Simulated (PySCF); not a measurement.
**SbBr+: from the state search to spectroscopic constants**

The task here is to estimate one member of a computed series from the others.

Computed with PySCF 2.14.0. Level: Sb cc-pVDZ-PP with ECP28, Br cc-pVDZ-PP with ECP10, scalar-relativistic core potentials.

The first run:

The job is set up so:

- atoms: Sb, Br
- charge: 1
- basis: Sb cc-pVDZ-PP with ECP28, Br cc-pVDZ-PP with ECP10
- Hamiltonian: scalar-relativistic core potentials
- basis functions: 46
- electrons treated: 47
- masses in u: 120.9038, 78.9183
- levels: PBE0, PBE, r²SCAN, M06, LDA, BHandHLYP, ωB97X, HF, MP2, SCS-MP2, CCSD, CCSD(T)
- grid: 80 radial by 434 angular points
- occupations: held fixed by the projection of orbital angular momentum
- dissociation limit: Sb+ + Br, each in its ground configuration
- starting distance in angstrom: 2.580
- values of 2S to try: 1, 3

On the command line:

```sh
$ OMP_NUM_THREADS=1 python dia.py task.json out
```

Steps of the session up to this table: Set-up; First curve: PBE0; Higher solutions at PBE0; PBE; r²SCAN (meta-GGA); M06 (hybrid meta-GGA); LDA (local density); BHandHLYP; ωB97X (range-separated hybrid); UHF; Correlated methods on the Hartree–Fock reference.

One of the session's tables, all rows but one given; the rest of the session is left out.

Differences from CCSD(T) in the same basis:

```
      level  Re (mÅ)  ωe (%)
        UHF      -26    +5.9
    UHF-MP2      -21    +5.7
UHF-SCS-MP2      -15    +4.2
   UHF-CCSD      -10    +2.5
        LDA      -26    +2.7
        PBE       +6    -1.9
     r²SCAN      -15    +1.8
       PBE0      -23    +3.9
        M06        ?       ?
  BHandHLYP      -26    +5.1
      ωB97X      -40    +8.3
```

Estimate the missing values for M06.

**Answer.** Re (mÅ): -15; ωe (%): +3.3.

Caveats from the session: At some levels the lowest empty orbital lies below the highest filled one (the two can be of opposite spin).
